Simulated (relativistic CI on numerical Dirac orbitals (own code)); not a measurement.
# Hf XXXII (Hf³¹⁺): levels and lines

The task is the spectrum of Hf³¹⁺: levels, purity of their labels, lifetimes and lines; runs with one setting changed show what the result hangs on.

The numbers are computed with relativistic CI on numerical Dirac orbitals (own code) version 4 (Dirac-Coulomb-Breit CI, KLI orbitals optimised for each configuration, model QED (radiative potential, 1s self-energy scaled to tabulated hydrogen-like ionisation energies)), except any that are marked as measured or tabulated.

### 1 Starting point

- ion: Hf³¹⁺ (Hf XXXII)
- nuclear charge: 72
- electrons: 41
- isotope: A = 180
- first configuration typed: [Kr] 4d5

The outer shells:

first configuration typed
```
[Kr] core
4d [↑ ][↑ ][↑ ][↑ ][↑ ]
```

### 2 The main run

Settings of the run:

```ini
atom Hf  Z=72  charge=31  electrons=41
nucleus A=180  rms_radius_fm=5.3470
hamiltonian dirac-coulomb  breit=on  qed=on  c_scale=1
orbitals kli  potential=per-configuration
slater_scale 1
correlation none
mixing on
configurations
  [Kr] 4d5
  [Ar] 3d10 4s2 4p5 4d6
  [Kr] 4d4 4f
  [Ar] 3d10 4s 4p6 4d5 4f
  [Ar] 3d10 4p6 4d7
  [Ar] 3d10 4p5 4d8
  [Kr] 4d3 5s2
  [Kr] 4d2 4f 5s2
  [Ar] 3d10 4s 4p6 4d3 4f 5s2
end
```

Launch:

```console
$ python run_levels.py task.json out
```

One command runs all members of the session, one after another, from task.json.

### 3 Correlation estimate p86

Changes to the settings of step 2:

```diff
@@ -5,3 +5,3 @@
 slater_scale 1
-correlation none
+correlation p86
 mixing on
```

### 4 Without the Breit term

Changes to the settings of step 3:

```diff
@@ -2,6 +2,6 @@
 nucleus A=180  rms_radius_fm=5.3470
-hamiltonian dirac-coulomb  breit=on  qed=on  c_scale=1
+hamiltonian dirac-coulomb  breit=off  qed=on  c_scale=1
 orbitals kli  potential=per-configuration
 slater_scale 1
-correlation p86
+correlation none
 mixing on
```

### 5 Non-relativistic limit (c × 1000)

Changes to the settings of step 4:

```diff
@@ -2,3 +2,3 @@
 nucleus A=180  rms_radius_fm=5.3470
-hamiltonian dirac-coulomb  breit=off  qed=on  c_scale=1
+hamiltonian dirac-coulomb  breit=off  qed=off  c_scale=1000
 orbitals kli  potential=per-configuration
```

(Steps that only read results are left out.)

Q: Predict the outcome of this session. Wanted: lowest level; first excitation; lowest level of the other parity; fastest E1 line; ionisation energy.

As calculated:

| run | time | mean size of shift, levels followed (cm⁻¹) | lowest level | ionisation energy (eV) |
| --- | --- | --- | --- | --- |
| main run | 1.9 s | 0 | 4d5 [4d5/2] J=5/2 | 1244.4 |
| correlation estimate p86 | 1.8 s | 0.2 | 4d5 [4d5/2] J=5/2 | 1246.5 |
| without the Breit term | 1.5 s | 3354 | 4d5 [4d5/2] J=5/2 | 1244.8 |
| non-relativistic limit (c × 1000) | 1.4 s | 57564 | 4d5 6S5/2 | - |

The tabulated theoretical ionisation energy (NIST) is 1245 eV.

| quantity | value |
| --- | --- |
| lowest level | 4d5 [4d5/2] J=5/2 |
| first excitation | 4d5 [4d3/2^3 4d5/2^2] J=5/2, 82942 cm⁻¹ |
| lowest level of the other parity | 4p5 4d6 [4p3/2^3 4d5/2^2] J=11/2°, 160.11 eV |
| levels in the model | 1946 |
| fastest E1 line (by rate) to the lowest level among the lowest 200 of 1946 levels | 7.260 nm, from 4p5 4d6 [4p3/2^3 4d5/2^2] J=5/2° (ii) |
| ionisation energy | 1244.4 eV |
| ionisation energy, tabulated theoretical (NIST) | 1245 eV |

4d5 [4d5/2] J=5/2 comes out lowest; its LS label holds 30 % and its jj label 86 %; over the low levels the means are 45 and 89 %, so jj coupling describes them better. The ionisation energy agrees with the tabulated theoretical value within its uncertainty of 4 eV. The largest mover is «non-relativistic limit (c × 1000)» (57564 cm⁻¹ on average). NIST names this ground level 6S5/2; the leading computed term differs because terms mix. Lifetimes count radiative decay inside the model alone.
